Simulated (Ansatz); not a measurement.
# CH₃ClF₂MoO₂: up Jacob's ladder to CCSD(T)

The task here is to estimate one member of a computed series from the others.

Method: functionals in def2-TZVPP, the program's frozen cores in correlated methods; program: Ansatz 0.2.0, Gaussian basis.

Levels to be run: LDA (SPW92), PBE-D4, revPBE-D4, BLYP-D4, r2SCAN-D4, B97M-V, PBE0-D4, B3LYP-D4, r2SCANh-D4, r2SCAN0-D4, HSE06-D4, BHLYP-D4, CAM-B3LYP-D4, LC-ωPBE, ωB97X-V, ωB97M-V, B2PLYP, PBE-QIDH; CCSD(T)/def2-SVP; MP2/def2-TZVPP; MP2/def2-QZVPP; RPA on PBE.

**Structure used throughout**

The geometry comes from an earlier relaxation with PBE0-D4 in a triple-zeta def2 set; it is a stationary point, not always the lowest conformer. Mo takes the def2 core potential; no spin-orbit term is included.

SMILES `C[O][Mo](=[O])([F])([F])[Cl]`, 10 atoms, charge 0, spin multiplicity 1.

Atoms are counted from 1 here; the program's logs count them from 0.

Bond lengths: C1–O2 1.397 Å, C1–H8 1.096 Å, C1–H9 1.091 Å, C1–H10 1.094 Å, O2–Mo3 1.827 Å, Mo3–O4 1.646 Å, Mo3–F5 1.853 Å, Mo3–F6 1.848 Å, Mo3–Cl7 2.299 Å. Angles: O2–C1–H8 108.5°, O2–C1–H9 108.8°, O2–C1–H10 110.3°, H8–C1–H9 109.9°, H8–C1–H10 109.3°, H9–C1–H10 109.9°, C1–O2–Mo3 139.8°, O2–Mo3–O4 102.1°, O2–Mo3–F5 89.0°, O2–Mo3–F6 154.7°, O2–Mo3–Cl7 86.4°, O4–Mo3–F5 110.2°, O4–Mo3–F6 103.2°, O4–Mo3–Cl7 108.6°, F5–Mo3–F6 83.9°, F5–Mo3–Cl7 141.1°, F6–Mo3–Cl7 84.1°.

The first run:

File in.yaml:

```yaml
crystal:
  periodic: [false, false, false]
  atoms:
    - {symbol: C, position_ang: [0.554471, -1.592234, -0.298060]}
    - {symbol: O, position_ang: [-0.410706, -0.648171, 0.062194]}
    - {symbol: Mo, position_ang: [-0.601933, 1.161719, 0.219639]}
    - {symbol: O, position_ang: [-1.988281, 1.286754, 1.098027]}
    - {symbol: F, position_ang: [-0.981714, 1.246094, -1.592235]}
    - {symbol: F, position_ang: [-0.086448, 2.922490, -0.005886]}
    - {symbol: Cl, position_ang: [1.179057, 1.076450, 1.671399]}
    - {symbol: H, position_ang: [1.428563, -1.462020, 0.350984]}
    - {symbol: H, position_ang: [0.136669, -2.590626, -0.162287]}
    - {symbol: H, position_ang: [0.853323, -1.451655, -1.340875]}
basis:
  gaussian: {orbitals: def2-TZVPP}
hamiltonian: {xc: lda}
output: {orbitals: {seedname: orbitals}}
```

On the command line:

```
ansatz run in.yaml --threads 4 --pin off --events-out ev --progress --plain --max-ram 11315MiB
```

Steps of the session up to this table: LDA; PBE-D4 (GGA); revPBE-D4 (GGA); BLYP-D4 (GGA); r2SCAN-D4 (meta-GGA); B97M-V (meta-GGA); B3LYP-D4 (hybrid); r2SCANh-D4 (hybrid); r2SCAN0-D4 (hybrid); HSE06-D4 (hybrid); BHLYP-D4 (hybrid); CAM-B3LYP-D4 (range-separated); LC-ωPBE (range-separated); ωB97X-V (range-separated); ωB97M-V (range-separated); B2PLYP (double hybrid); PBE-QIDH (double hybrid).

One of the session's tables, all rows but one given; the rest of the session is left out.

It belongs to the step «Orbital energies across the functionals». 

```
  functional  HOMO (eV)  LUMO (eV)  gap (eV)
 LDA (SPW92)      -7.97      -4.92      3.04
      PBE-D4      -7.76      -4.70      3.06
   revPBE-D4      -7.68      -4.61      3.07
     BLYP-D4      -7.62      -4.61      3.01
   r2SCAN-D4      -8.13      -4.79      3.34
      B97M-V      -8.22      -4.80      3.43
     PBE0-D4      -9.24      -4.12      5.12
    B3LYP-D4      -8.97      -4.33      4.64
  r2SCANh-D4      -8.68      -4.55      4.13
  r2SCAN0-D4      -9.50      -4.17      5.33
    HSE06-D4      -8.84      -4.50      4.34
    BHLYP-D4     -10.61      -3.36      7.24
CAM-B3LYP-D4          ?          ?         ?
     LC-ωPBE     -11.99      -1.93     10.06
     ωB97X-V     -11.63      -2.00      9.63
     ωB97M-V     -11.51      -2.01      9.50
```

**Question.** Estimate the row for CAM-B3LYP-D4.

As computed: HOMO (eV): -10.63; LUMO (eV): -3.09; gap (eV): 7.54. In the column «HOMO (eV)» it lies between ωB97M-V (-11.51) and BHLYP-D4 (-10.61).
